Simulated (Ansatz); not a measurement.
# Tl2S3: the cost of one run

Program: Ansatz 0.2.0. Level of theory: DFT PBE, scalar-relativistic, plane waves, PAW. These are calculated values, not measurements.

### Step 1. The system as given

Symmetry: P4/mmm, No. 123, tetragonal system. Conventional cell: a = 4.851 Å, b = 4.851 Å, c = 7.107 Å, α = 90.00°, β = 90.00°, γ = 90.00°. Tl (site symmetry mmm) is surrounded by 4 S at 2.66 Å. S (site symmetry 4/mmm) has 8 S at 4.22 Å and 8 Tl at 4.30 Å as nearest neighbours. S (site symmetry 4mm) has 1 S at 2.20 Å and 4 Tl at 2.66 Å as nearest neighbours.

Structure file:

```cif
data_structure
_symmetry_space_group_name_H-M 'P 1'
_symmetry_Int_Tables_number 1
_cell_length_a 4.8511
_cell_length_b 4.8511
_cell_length_c 7.1068
_cell_angle_alpha 90.000
_cell_angle_beta 90.000
_cell_angle_gamma 90.000
_cell_volume 167.24
loop_
_atom_site_label
_atom_site_type_symbol
_atom_site_fract_x
_atom_site_fract_y
_atom_site_fract_z
_atom_site_occupancy
Tl1 Tl 0.00000 0.50000 0.00000 1
Tl2 Tl 0.50000 0.00000 0.00000 1
S1 S 0.00000 0.00000 0.50000 1
S2 S 0.50000 0.50000 0.15481 1
S3 S 0.50000 0.50000 0.84519 1
```

A structure generator made this guess: random cell by space group and Wyckoff sites (P4/mmm, No. 123). The dimensions are guesses.

### Step 2. The guess as it stands, on a coarse mesh

File input.yaml:

```yaml
crystal:
  lattice:
    - [4.85105171, 0.0, 0.0]
    - [0.0, 4.85105171, 0.0]
    - [0.0, 0.0, 7.10679564]
  atoms:
    - { symbol: Tl, position: [0.0, 0.5, 0.0] }
    - { symbol: Tl, position: [0.5, 0.0, 0.0] }
    - { symbol: S, position: [0.0, 0.0, 0.5] }
    - { symbol: S, position: [0.5, 0.5, 0.15480661] }
    - { symbol: S, position: [0.5, 0.5, 0.84519339] }
basis:
  ecutwfc: 420
kpoints:
  mp_grid: { grid: [4, 4, 4] }
hamiltonian:
  xc: pbe
scf:
  occupations: { method: gaussian, width: 0.1 }
  lower_state_search: "off"
output:
  forces: true
  stress: true
  eigenvalues: true
```

The run is started by

```
ansatz run input.yaml --threads 1 --pin off --max-ram 2560MiB --backend cpu --events-out ev --progress --plain --runs-dir out
```

What time and memory should one allow on 1 thread of Arm Neoverse V1, shared host?

About 5.4 s, with a peak of 0.39 GiB.
